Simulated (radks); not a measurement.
# Ho²⁺ in [Xe] 4f11: an all-electron calculation

One table from this session's results is given with a row withheld; the runs are named, their logs left out.

The numbers are computed with radks (a radial shooting solver on a logarithmic mesh, Libxc functionals) version 1 (scalar-relativistic Kohn-Sham, PBEsol, spin-unpolarised, spherical densities, finite nucleus), except any that are marked as measured or tabulated.

## The atom as given

```
element            : holmium (Z = 67)
charge             : +2
electrons          : 65
configuration      : [Xe] 4f11
nuclear rms radius : 5.2022 fm
```

The outer shells:

Ho²⁺
```
[Xe] core
4f [↑↓][↑↓][↑↓][↑↓][↑ ][↑ ][↑ ]
```

Set-up of the first run:

Settings of this run:

```text
Z 67
configuration [Xe] 4f11
relativity scalar-relativistic
functional pbe_sol,pbe_sol
spin unpolarised
nucleus finite rms 5.2022 fm
c 137.035999084
```

The run is started by

```
$ python run_ks.py task.json out
```

All runs below come from this command, one after another.

One of the session's tables, all rows but one given; the rest of the session is left out.

It belongs to the step «Orbitals and density». Radial moments (bohr):

```
level      <r>  outermost maximum (interpolated)  90 % within  nodes
   1s  0.02075                            0.0131       0.0376      0
   2s  0.08812                            0.0746        0.136      1
   2p  0.07808                            0.0606        0.127      0
   3s   0.2300                             0.211        0.337      2
   3p   0.2289                             0.208        0.342      1
   3d   0.2079                             0.170        0.323      0
   4s        ?                                 ?            ?      ?
   4p   0.5503                             0.506        0.801      2
   4d   0.5968                             0.523        0.898      1
   5s    1.275                              1.14         1.84      4
   5p    1.509                              1.30         2.22      3
   4f   0.8420                             0.524         1.48      0
```

Q: Estimate the row for 4s from the others.

**Answer.** <r>: 0.5190; outermost maximum (interpolated): 0.484; 90 % within: 0.746; nodes: 3. In the column «<r>» it lies between 3s (0.2300) and 4p (0.5503).

Limits of these values: Spin polarisation and multiplet splitting are left out.
